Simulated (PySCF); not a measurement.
# C4H8OSi: the cost of one run

Computed with PySCF 2.14.0, with density-fitted response routines of our own, on a single molecule in the gas phase. Atoms count from 0, in the outputs and in this text.

**1. The starting structure**

14 atoms, charge 0, multiplicity 1; geometry from: GFN2-xTB. The atoms were then displaced at random by about 0.01 Å, so the start is not that level's minimum.

Bonds of the start (Å): Si0–O1 1.66, O1–C2 1.35, C2–C3 1.31, C3–C4 1.54, C4–C5 1.56, C5–C2 1.50, Si0–H6 1.45, Si0–H7 1.44, Si0–H8 1.47, C3–H9 1.07, C4–H10 1.11, C4–H11 1.07, C5–H12 1.09, C5–H13 1.08.

**2. Relaxing the molecule at PBE0-D3(BJ)/def2-SVP**

What the job is given:

```
{"job": {"xc": "PBE0", "basis": "def2-SVP", "d3": "d3bj", "grid": 1, "shake": 0.01, "kind": "geom"}, "charge": 0, "multiplicity": 1}
Si     2.635220     0.021180     0.553980
O      1.145550     0.733660     0.359810
C     -0.100440     0.225680     0.288090
C     -0.598900    -0.980930     0.345170
C     -2.035850    -0.455100     0.172940
C     -1.389640     0.964840     0.120920
H      2.903150    -0.878760    -0.550640
H      2.696160    -0.676870     1.811940
H      3.434910     1.251600     0.544370
H     -0.253090    -1.982120     0.474410
H     -2.703660    -0.610030     1.042440
H     -2.536800    -0.751190    -0.723090
H     -1.683850     1.638310     0.929420
H     -1.519910     1.484660    -0.817460
```

The run is started by

```console
> OMP_NUM_THREADS=1 python probes_run.py task.json out
```

This one command runs all jobs of the session in turn.

Q: Estimate the wall time and peak memory of this first job on 1 thread of Arm Neoverse N1, shared host.

About 64 s, with a peak of 0.5 GiB.
